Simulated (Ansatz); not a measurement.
# H2O3Si2: the cost of one run

Method: the levels named in each step, in Ansatz 0.2.0.

### Step 1. The structure to begin with

Bond lengths: O1–Si2 1.569 Å, Si2–O3 1.573 Å, Si2–O4 1.556 Å, O4–Si5 1.735 Å, O1–H6 0.960 Å, O3–H7 0.959 Å. Angles: O1–Si2–O3 118.4°, O1–Si2–O4 117.2°, O3–Si2–O4 124.4°, Si2–O1–H6 128.8°, Si2–O3–H7 131.0°, Si2–O4–Si5 171.3°.

Coordinates:

```xyz
7

O    -0.7409    1.7003    0.8405
Si   -0.7636    0.2512    0.2407
O    -2.1414   -0.5033    0.1604
O     0.5915   -0.3400   -0.2434
Si    2.2061   -0.7695   -0.7093
H    -1.4698    2.2193    1.1896
H    -2.3613   -1.3808   -0.1578
```

### Step 2. A rough first relaxation, PBE-D4/def2-SVP

This run stands in another session on the same molecule. It ended at:

```xyz
7

O    -0.6847    1.6763    0.7013
Si   -0.8308    0.0339    0.7144
O    -2.0056   -0.5756   -0.2710
O     0.6922   -0.3193   -0.1454
Si    2.1000   -0.5509   -0.8363
H    -1.3759    2.2211    1.1255
H    -2.5746   -1.3081    0.0323
```

### Step 3. Relaxation, PBE0-D4/def2-TZVPP

input.yaml

```yaml
crystal:
  periodic: [false, false, false]
  atoms:
    - { symbol: O, position_ang: [-0.68469153, 1.67626754, 0.70131103] }
    - { symbol: Si, position_ang: [-0.83080609, 0.03386215, 0.71439952] }
    - { symbol: O, position_ang: [-2.00564234, -0.57559423, -0.27104289] }
    - { symbol: O, position_ang: [0.69224942, -0.31929962, -0.14536646] }
    - { symbol: Si, position_ang: [2.10001663, -0.5509384, -0.83628138] }
    - { symbol: H, position_ang: [-1.3759166, 2.22107786, 1.12545387] }
    - { symbol: H, position_ang: [-2.57463949, -1.3081453, 0.0323163] }
magnetization:
  spin_polarized: true
  initial_magnetization: 1
total_charge: 1
basis:
  gaussian: { orbitals: def2-TZVPP }
hamiltonian:
  xc: pbe0
  dispersion: d4
relax:
  f_tol: 0.002
  max_steps: 150
```

Launch:

```console
ansatz run input.yaml --threads 4 --pin off --max-ram 10240MiB --backend cpu --events-out ev --progress --plain --runs-dir out
```

**Question.** How long does this run take on 4 threads of AMD EPYC (Zen 3), shared host, and how much memory does it need?

About 9 min, with a peak of 0.68 GiB.
